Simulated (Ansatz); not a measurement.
The system is Hf2Pd2Se2Br2O3.

```xyz
11
Lattice="5.7607 0.0050 -0.0029 -0.5275 5.8466 0.0341 -1.4844 -0.9264 6.6459" Properties=species:S:1:pos:R:3 pbc="T T T"
Hf    3.5658    1.9949    2.3367
Hf    0.5362    2.1009    3.9624
Pd    3.9042   -0.0043    5.6409
Pd    0.4456    4.9498    2.4142
Se    2.0523    1.4944    6.2402
Se    2.4066    4.0824    3.5487
Br    4.1617    5.6554    1.0519
Br   -0.4152    4.0015    5.7576
O     4.5038    1.1491    3.9299
O     1.7546    1.0574    2.7229
O    -0.4225    3.0696    2.4575
```

The cell was built by a generator and needn't be a form met in nature.

Base run:

```yaml
Program: Ansatz 0.2.0
Functional: PBEsol
Potentials_or_basis: Ansatz PAW
Cutoff: 420 eV
Density_cutoff: 1680 eV
k_mesh: 5 × 5 × 4
Occupations: fermi-dirac, width 0.05 eV
Spin: no spin polarisation
```

Its results: band gap on the k mesh 0.18 eV, indirect (least direct gap 0.43 eV); pressure -4.2 GPa; largest force 0.296 eV/Å.

The run is repeated on the same cell with these changes: functional from PBEsol to r2SCAN; cutoff from 420 eV to 500 eV; density cutoff from 1680 eV to 2000 eV. What comes out?

Band gap on the k mesh 0.40 eV, indirect (least direct gap 0.64 eV); pressure -2.3 GPa; largest force 0.243 eV/Å.

r2SCAN gives the wider gap, since meta-GGAs in the generalised Kohn-Sham scheme recover part of the derivative discontinuity.

Caveats: spin-orbit coupling is left out, which moves the levels of the heavy elements; the PAW data sets come from PBE, with cores solved anew for the run's functional, which leaves a small shift of forces and pressure.

Not every run made on this cell is shown here.
